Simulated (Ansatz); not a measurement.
# Be₂− (doublet): the correlation ladder at distance Be1–Be2 = 1.935 Å, aug-cc-pVDZ

How much of the correlation energy of Be₂− (doublet) does each wave-function method recover here?

Program: Ansatz 0.2.0, Gaussian basis. Level of theory: aug-cc-pVDZ, core rule «outside noble gas», up to 2 orbitals frozen. These are calculated values, not measurements.

To be run: UHF; CCSD(T) on ROHF; CCSD(T) on UHF; BCCD(T) on ROHF; CISD; CCSDT(Q) on ROHF; CCSDT(Q) on UHF; CASSCF and MRCISD+Q, 3 electrons in 3 orbitals; CASSCF and NEVPT2, 3 electrons in 3 orbitals; CASSCF and MRCISD+Q, 5 electrons in 8 orbitals; CASSCF and MRCISD+Q(relaxed), 5 electrons in 8 orbitals; CASSCF and NEVPT2, 5 electrons in 8 orbitals; Full CI.

10 further runs of the same task are left out: 7 that didn't finish, 3 set aside as unsound or not needed.

### Step 1. What is computed

The geometry derives from a PBE0/def2-TZVPD stationary point (not a proven minimum). One bond is set to the value named and the two fragments are kept rigid.

2 atoms, charge -1, spin multiplicity 2.

Atoms are counted from 1 here; the program's logs count them from 0.

No contacts short enough for the rule that draws bonds.

### Step 2. UHF

in.yaml

```yaml
crystal:
  periodic: [false, false, false]
  atoms:
    - {symbol: Be, position_ang: [0.000000, 0.000000, 0.000000]}
    - {symbol: Be, position_ang: [0.000000, 0.000000, 1.935000]}
basis:
  gaussian: {orbitals: aug-cc-pVDZ}
total_charge: -1
magnetization: {spin_polarized: true, initial_magnetization: 1}
hamiltonian: {xc: hf}
output: {orbitals: {seedname: orbitals}}
```

The run is started by

```
$ ansatz run in.yaml --threads 1 --pin off --events-out ev --progress --plain --max-ram 2393MiB
```

The runs that follow: CCSD(T) on ROHF; CCSD(T) on UHF; BCCD(T) on ROHF; CISD; CCSDT(Q) on ROHF; CCSDT(Q) on UHF; CASSCF and MRCISD+Q, 3 electrons in 3 orbitals; CASSCF and NEVPT2, 3 electrons in 3 orbitals; CASSCF and MRCISD+Q, 5 electrons in 8 orbitals; CASSCF and MRCISD+Q(relaxed), 5 electrons in 8 orbitals; CASSCF and NEVPT2, 5 electrons in 8 orbitals; Full CI.

Q: Predict the results of all the runs planned. Wanted: FCI below the RHF energy; RMP2 from FCI; UMP2 from FCI; RCCSD from FCI; RCCSD(T) from FCI; UCCSD(T) from FCI; RCCSDT(Q) from FCI; UCCSDT(Q) from FCI; NEVPT2 pair from FCI.

The runs gave:

```
                         quantity                                                                              value
         FCI below the RHF energy                                                                         -3.4212 eV
                    RMP2 from FCI                                                                        +1083.0 meV
                    UMP2 from FCI                                                                        +1124.4 meV
                   RCCSD from FCI                                                                         +319.9 meV
                RCCSD(T) from FCI                                                                          +79.3 meV
                UCCSD(T) from FCI                                                                         +175.9 meV
               RCCSDT(Q) from FCI                                                                           +4.6 meV
               UCCSDT(Q) from FCI                                                                           -0.4 meV
             NEVPT2 pair from FCI                                                                         +879.4 meV
           MRCISD+Q pair from FCI                                                                          +56.7 meV
          NEVPT2 valence from FCI                                                                         +406.5 meV
levels within 1 kcal/mol (43 meV)  RCCSDT, UCCSDT, RCCSDT(Q), UCCSDT(Q), MRCISD+Q valence, MRCISD+Q(relaxed) valence
                    T1 diagnostic                                                                              0.044
   effectively unpaired electrons                                                                               1.58
```

**Reading.** RCCSD(T) misses by +79.3 meV, 2.3 % of the correlation energy. CCSD(T) misses by +79.3 meV on the restricted determinant and by +175.9 meV on the unrestricted one; the two need not hold the same state or core. MRCISD+Q valence, MRCISD+Q(relaxed) valence fall below full CI: the +Q correction isn't variational, and the cores differ from full CI's. The occupations show some static correlation. Of the multireference levels listed MRCISD+Q valence comes nearest in total energy (-5.4 meV), which doesn't show that its space is the better one. Coupled cluster took another determinant than the lowest Hartree-Fock one. These misses are within one basis, not against nature; the frozen cores of restricted and unrestricted runs differ, which can shift their rows.
